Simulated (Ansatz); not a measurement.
**GaH6NSi2: how energies converge with the basis set**

The task here is to estimate one member of a computed series from the others.

Method: one geometry, several basis sets; program: Ansatz 0.2.0, Gaussian basis.

Levels to be run: PBE0-D4/def2-SVP; ωB97M-V/def2-SVP; PBE0-D4/def2-QZVPP; ωB97M-V/def2-QZVPP; the functionals' def2-TZVPP values are taken from earlier runs.

### The relaxed structure

The geometry comes from an earlier relaxation with PBE0-D4 in a triple-zeta def2 set; it is a stationary point, not always the lowest conformer.

SMILES `[NH]1[SiH2][SiH2][GaH]1`, 10 atoms, charge 0, spin multiplicity 1.

Atoms are counted from 1 here; the program's logs count them from 0.

Bond lengths: N1–Si2 1.739 Å, N1–Ga4 1.860 Å, N1–H5 1.010 Å, Si2–Si3 2.351 Å, Si2–H6 1.493 Å, Si2–H7 1.493 Å, Si3–Ga4 2.409 Å, Si3–H8 1.488 Å, Si3–H9 1.488 Å, Ga4–H10 1.562 Å. Angles: Si2–N1–Ga4 107.5°, Si2–N1–H5 124.1°, Ga4–N1–H5 128.4°, N1–Si2–Si3 91.0°, N1–Si2–H6 113.7°, N1–Si2–H7 113.7°, Si3–Si2–H6 115.9°, Si3–Si2–H7 115.9°, H6–Si2–H7 106.5°, Si2–Si3–Ga4 75.1°, Si2–Si3–H8 117.0°, Si2–Si3–H9 117.0°, Ga4–Si3–H8 117.8°, Ga4–Si3–H9 117.9°, H8–Si3–H9 108.9°, N1–Ga4–Si3 86.4°, N1–Ga4–H10 123.0°, Si3–Ga4–H10 150.6°.

The first run:

Contents of in.yaml:

```yaml
crystal:
  periodic: [false, false, false]
  atoms:
    - {symbol: N, position_ang: [-0.218089, 0.803883, -1.131416]}
    - {symbol: Si, position_ang: [-0.669335, 0.944365, 0.542488]}
    - {symbol: Si, position_ang: [0.400947, -1.087886, 1.044322]}
    - {symbol: Ga, position_ang: [0.745046, -0.775690, -1.319800]}
    - {symbol: H, position_ang: [-0.456077, 1.481665, -1.841131]}
    - {symbol: H, position_ang: [-2.145268, 0.976826, 0.765115]}
    - {symbol: H, position_ang: [-0.112981, 2.156302, 1.213827]}
    - {symbol: H, position_ang: [-0.465445, -2.218214, 1.476396]}
    - {symbol: H, position_ang: [1.590981, -1.023826, 1.935755]}
    - {symbol: H, position_ang: [1.330212, -1.257425, -2.685546]}
basis:
  gaussian: {orbitals: def2-SVP}
hamiltonian: {xc: pbe0, dispersion: d4}
output: {orbitals: {seedname: orbitals}}
```

Run with:

```console
> ansatz run in.yaml --threads 4 --pin off --events-out ev --progress --plain --max-ram 10444MiB
```

Steps of the session up to this table: PBE0-D4 in def2-SVP; ωB97M-V in def2-SVP; PBE0-D4 in def2-QZVPP; ωB97M-V in def2-QZVPP.

One of the session's tables, all rows but one given; the rest of the session is left out.

It belongs to the step «Density functionals: the series». 

| functional | basis | HOMO (eV) | LUMO (eV) |
| --- | --- | --- | --- |
| PBE0-D4 | def2-SVP | -6.99 | -1.36 |
| PBE0-D4 | def2-TZVPP | -6.97 | -1.45 |
| PBE0-D4 | def2-QZVPP | ? | ? |
| ωB97M-V | def2-SVP | -8.88 | 0.43 |
| ωB97M-V | def2-TZVPP | -8.89 | 0.29 |
| ωB97M-V | def2-QZVPP | -8.90 | 0.14 |

Estimate the missing values for PBE0-D4, def2-QZVPP.

As computed: HOMO (eV): -6.97; LUMO (eV): -1.49.
